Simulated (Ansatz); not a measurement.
# Cu3Sn: the cost of one run

Program: Ansatz 0.2.0, driven from Python. Level of theory: DFT r2SCAN, plane waves, PAW. These are calculated values, not measurements.

### 1 Starting point

It takes space group Pmmn (No. 59, orthorhombic). The conventional cell has a = 4.320 Å, b = 5.490 Å, c = 4.740 Å, α = 90.00°, β = 90.00°, γ = 90.00°. Cu (site symmetry mm2) is surrounded by 8 Cu at 2.68 to 2.74 Å and 4 Sn at 2.68 to 2.75 Å. Cu (site symmetry m) has 8 Cu at 2.68 to 2.75 Å and 4 Sn at 2.68 to 2.74 Å as nearest neighbours. Around Sn (site symmetry mm2) lie 12 Cu at 2.68 to 2.75 Å.

The script holds or builds the structure itself.

### 2 The code

File vcrelax_cu3sn.py:

```python
# -*- coding: utf-8 -*-
'''Variable-cell relaxation of Cu3Sn.'''

import warnings

import ansatz as az
from ase import Atoms
from ase.data import atomic_numbers
import matplotlib.pyplot as plt
import numpy as np
import spglib

def edges_and_angles(cell):
    cell = np.asarray(cell)
    a, b, c = np.linalg.norm(cell, axis=1)
    cosines = cell[1] @ cell[2] / (b * c), cell[0] @ cell[2] / (a * c), cell[0] @ cell[1] / (a * b)
    return (a, b, c, *np.degrees(np.arccos(cosines)))


def main():
    warnings.simplefilter('ignore', az.DeckWarning)

    atoms = Atoms(
        ['Cu', 'Cu', 'Cu', 'Cu', 'Cu', 'Cu', 'Sn', 'Sn'],
        scaled_positions=[
            (0.5, 0.0, 0.333),
            (0.0, 0.5, 0.667),
            (0.0, 0.25, 0.167),
            (0.0, 0.75, 0.167),
            (0.5, 0.75, 0.833),
            (0.5, 0.25, 0.833),
            (0.0, 0.0, 0.667),
            (0.5, 0.5, 0.333),
        ],
        cell=[
            (4.32, 0.0, 0.0),
            (0.0, 5.49, 0.0),
            (0.0, 0.0, 4.74),
        ],
        pbc=True,
    )
    cell = az.Crystal.from_ase(atoms)

    # edges free, angles fixed
    setup = cell.calculation()
    setup = setup.functional('r2SCAN')
    setup = setup.pseudopotentials('paw')
    setup = setup.basis(41 * az.Ry)
    setup = setup.kpoints(6, 5, 5)
    setup = setup.occupations('cold', width=0.1)
    setup = setup.relax(force_tolerance=0.005, fix_cell=['angles'])
    steps = []


    def collect(event):
        if event['event'] == 'relax_step':
            steps.append(event['data'])


    out = setup.session().plan().execute(on_event=collect)
    report = out.report
    print('step   energy (eV)     max comp. (eV/A)   P (GPa)  SCF')
    for s in steps:
        print(f'{s["step"]:4d} {s["lagrangian_ev"]:15.5f} {s["allowed_force_max_ev_ang"]:12.4f} {s["pressure_gpa"]:10.3f} {s["n_scf"]:5d}')

    first, last = steps[0], steps[-1]
    symbols = [site.symbol for site in out.lattice.sites]
    print(f'energy gained {first["lagrangian_ev"] - last["lagrangian_ev"]:.4f} eV in {len(steps) - 1} steps')
    for label, vectors in (('before', first['cell_ang']), ('after', out.lattice.cell_ang)):
        print(label, 'a b c (A) {:.4f} {:.4f} {:.4f}  angles {:.2f} {:.2f} {:.2f}'.format(*edges_and_angles(vectors)), f' V = {abs(np.linalg.det(vectors)):.3f} A^3')
    print('final stress xx yy zz (GPa, compression positive):', np.round(np.diag(report['stress_gpa']), 3) + 0.0)

    fig, (top, bottom) = plt.subplots(2, 1, sharex=True, figsize=(4.5, 4))
    top.plot([s['lagrangian_ev'] - last['lagrangian_ev'] for s in steps], 'o-')
    top.set_ylabel('E - E(final) (eV)')
    bottom.semilogy([max(s['allowed_force_max_ev_ang'], 1e-6) for s in steps], 's-')
    bottom.set(xlabel='step', ylabel='largest force (eV/A)')
    fig.tight_layout()
    fig.savefig('relax.png', dpi=100)

    fractions = [site.position_frac for site in out.lattice.sites]
    numbers = [atomic_numbers[s] for s in symbols]
    for tolerance in (1e-3, 1e-2, 1e-1):
        print(f'space group at {tolerance} A:', spglib.get_spacegroup((out.lattice.cell_ang, fractions, numbers), symprec=tolerance))

    change = np.array(last['positions_ang']) @ np.linalg.inv(last['cell_ang']) - np.array(first['positions_ang']) @ np.linalg.inv(first['cell_ang'])
    moved = np.linalg.norm(change @ np.array(last['cell_ang']), axis=1)
    print('displacement within the cell, strain taken out (A):', ' '.join(f'{s}:{d:.3f}' for s, d in zip(symbols, moved)))

    print('relaxed fractional positions')
    for site in out.lattice.sites:
        print(f'  {site.symbol:2s}', ' '.join(f'{v % 1:8.5f}' for v in np.round(site.position_frac, 5)))

    print(f'free energy      {report["free_energy_ev"]:.5f} eV')
    print(f'per atom         {report["free_energy_ev"] / len(out.lattice.sites):.5f} eV')
    print(f'SCF iterations   {report["n_iterations"]}  (converged: {report["converged"]})')


if __name__ == '__main__':
    main()
```

### 3 The calls as engine input

The package turns the script's settings into the engine's input:

```yaml
crystal:
  lattice:
    - [4.32, 0.0, 0.0]
    - [0.0, 5.49, 0.0]
    - [0.0, 0.0, 4.74]
  atoms:
    - { symbol: Cu, position: [0.5, 0.0, 0.333] }
    - { symbol: Cu, position: [0.0, 0.5, 0.667] }
    - { symbol: Cu, position: [0.0, 0.25, 0.167] }
    - { symbol: Cu, position: [0.0, 0.7499999999999999, 0.167] }
    - { symbol: Cu, position: [0.5, 0.7499999999999999, 0.833] }
    - { symbol: Cu, position: [0.5, 0.25, 0.833] }
    - { symbol: Sn, position: [0.0, 0.0, 0.667] }
    - { symbol: Sn, position: [0.5, 0.5, 0.333] }
basis:
  ecutwfc: 557.833418042754
kpoints:
  mp_grid:
    grid: [6, 5, 5]
hamiltonian:
  xc: r2scan
  pseudopotentials:
    kind: paw
scf:
  occupations:
    method: cold
    width: 0.1
relax:
  f_tol: 0.005
  cell:
    fix: [angles]
```

### 4 Launch

Command:

```sh
$ python vcrelax_cu3sn.py
```

What time and memory should one allow on 1 thread of Arm Neoverse V2, shared host?

About 5.8 min, with a peak of 1 GiB.
